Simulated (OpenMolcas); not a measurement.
# Os²⁺ among point charges: CASSCF and CASPT2 levels and susceptibility

How does a field of 6 point charges split the states of Os²⁺, and what χT follows?

The numbers are computed with OpenMolcas 26.06 (state-averaged CASSCF and CASPT2, spin-orbit coupling by RASSI with atomic mean-field integrals), except any that are marked as measured or tabulated.

### 1 The atom as given

| Quantity | Value |
| --- | --- |
| Species | Os²⁺ (osmium, Z = 76, 74 electrons) |
| Basis | ANO-RCC-VDZP [7s6p4d2f1g], 68 functions |
| Scalar Hamiltonian | DKH2, point nucleus |
| Inactive shells | 1s 2s 2p 3s 3p 3d 4s 4p 4d 4f 5s 5p |
| Active space | 6 electrons in 5 orbitals (5d) |
| Some configurations of this space | 5d6 |
| Orbitals | optimised for each spin and parity, averaged over all roots |

The outer shells:

5d6
```
5d [↑↓][↑ ][↑ ][↑ ][↑ ]
```

The ion sits among 6 point charges of -1.1 e arranged as a trigonal prism (D3h), 2.15 Å from the ion, with a polar angle of 58.9° against the regular 49.1°.

The work runs as a chain of OpenMolcas steps in one folder; each step below is one input file. Labels, J, g values, rates, χT and fits are worked out afterwards by a script from the matrices that RASSI stores.

### 2 Basis and integrals

Input file a.inp:

```
&GATEWAY
Coord
1

Os 0.0 0.0 0.0
Basis=ANO-RCC-VDZP
Group=NoSym
NoMove
AngMom=0.0 0.0 0.0
AMFI
XField
6 Angstrom 0
1.841362 0.000000 1.109904 -1.100000
-0.920681 1.594666 1.109904 -1.100000
-0.920681 -1.594666 1.109904 -1.100000
1.841362 0.000000 -1.109904 -1.100000
-0.920681 1.594666 -1.109904 -1.100000
-0.920681 -1.594666 -1.109904 -1.100000
&SEWARD
```

On the command line:

```
$ OMP_NUM_THREADS=1 MOLCAS_MEM=1689 MOLCAS_PROJECT=a pymolcas a.inp > a.log
```

### 3 Reference wave functions, quintets, 5 roots

Input file a.inp:

```
&RASSCF
FileOrb=start.orb
Symmetry=1
Spin=5
nActEl=6 0 0
Inactive=34
Ras2=5
CIRoot=5 5 1
SDav=5
CIMx=300
Iter=120 100
PrWF=0.3
OrbListing=Nothing
MaxOrb=0
>>> COPY $Project.JobIph JOB001
```

start.orb holds the contracted functions of the basis, ordered by shell, or the orbitals of the step before.

### 4 Reference wave functions, triplets, 45 roots

Input file a.inp:

```
&RASSCF
FileOrb=start.orb
Symmetry=1
Spin=3
nActEl=6 0 0
Inactive=34
Ras2=5
CIRoot=45 45 1
SDav=45
CIMx=300
Iter=120 100
PrWF=0.3
OrbListing=Nothing
MaxOrb=0
>>> COPY $Project.JobIph JOB002
```

### 5 Reference wave functions, singlets, 50 roots

Input file a.inp:

```
&RASSCF
FileOrb=start.orb
Symmetry=1
Spin=1
nActEl=6 0 0
Inactive=34
Ras2=5
CIRoot=50 50 1
SDav=50
CIMx=300
Iter=120 100
PrWF=0.3
OrbListing=Nothing
MaxOrb=0
>>> COPY $Project.JobIph JOB003
```

### 6 State interaction with spin-orbit coupling

Input file a.inp:

```
&RASSI
NrOfJobIphs=3 5 45 50
1 2 3 4 5
1 2 3 4 5 6 7 8 9 10 11 12 13 14 15 16 17 18 19 20 21 22 23 24 25 26 27
28 29 30 31 32 33 34 35 36 37 38 39 40 41 42 43 44 45
1 2 3 4 5 6 7 8 9 10 11 12 13 14 15 16 17 18 19 20 21 22 23 24 25 26 27
28 29 30 31 32 33 34 35 36 37 38 39 40 41 42 43 44 45 46 47 48 49 50
IphNames
JOB001
JOB002
JOB003
EJob
SpinOrbit
DIPRint=1.0
SOCoupling=1000.0
Subsets=2
Property=9
'ANGMOM' 1 'ANGMOM' 2 'ANGMOM' 3 'MLTPL  1' 1 'MLTPL  1' 2 'MLTPL  1' 3
'AMFI' 1 'AMFI' 2 'AMFI' 3
SOProperty=3
'ANGMOM' 1 'ANGMOM' 2 'ANGMOM' 3
```

### 7 CASPT2: IPEA 0.25, imaginary shift 0.1 (closed shells correlated: 4f 5s 5p)

Input file a.inp:

```
>>> COPY JOB001 $Project.JobIph
&CASPT2
Multistate=5 1 2 3 4 5
NoMult
Frozen=23
IPEA=0.25
Imaginary=0.1
MaxIter=60
WThr=0.0 0.3 0.05
PrWF=0.5
NoMix
>>> COPY JOB002 $Project.JobIph
&CASPT2
Multistate=45 1 2 3 4 5 6 7 8 9 10 11 12 13 14 15 16 17 18 19 20 21 22
23 24 25 26 27 28 29 30 31 32 33 34 35 36 37 38 39 40 41 42 43 44 45
NoMult
Frozen=23
IPEA=0.25
Imaginary=0.1
MaxIter=60
WThr=0.0 0.3 0.05
PrWF=0.5
NoMix
>>> COPY JOB003 $Project.JobIph
&CASPT2
Multistate=50 1 2 3 4 5 6 7 8 9 10 11 12 13 14 15 16 17 18 19 20 21 22
23 24 25 26 27 28 29 30 31 32 33 34 35 36 37 38 39 40 41 42 43 44 45 46
47 48 49 50
NoMult
Frozen=23
IPEA=0.25
Imaginary=0.1
MaxIter=60
WThr=0.0 0.3 0.05
PrWF=0.5
NoMix
```

(Steps that only read results are left out.)

Before running it: what results should come out? Wanted: spin-free ground state; first state of the same spin within the active space; lowest level; next level.

**Answer**, as computed:

| quantity | value |
| --- | --- |
| method | SS-CASPT2, IPEA 0.25, imaginary shift 0.1 (closed shells correlated: 4f 5s 5p) |
| spin-free ground state | 5A1, 1-fold in its orbital part |
| first state of the same spin within the active space | 5E at 4510 cm⁻¹ |
| lowest level | 1-fold A1 |
| next level | 323.2 cm⁻¹ |
| χT at 300 K | 3.79 cm³ K/mol |
| effective moment at 300 K | 5.51 μB |

Cost by method:

```csv
method,time of its own steps,time with the reference
A. CASSCF,18 s,18 s
"B. SS-CASPT2, IPEA 0.25, imaginary shift 0.1, +4f 5s 5p",21 s,39 s
```

Times are of one thread on a shared host.

What this shows: The spin-free ground state (5A1) comes to 100 % from free-ion D terms and keeps the highest spin of the shell. χT at 300 K is 3.79, against 3.01 cm³ K/mol for the spin alone, so orbital moment adds to it. An active space of the d shell alone favours high spin; real ions in strong fields can be low spin. CASPT2 does not keep the components of a term degenerate, and the means are used. The field of point charges can differ much from that of real complexes. With metal d orbitals alone active, the gaps between spin states are rough; where two lie within a few thousand cm-1, their order is open. This is an electrostatic model: the charges have no orbitals.
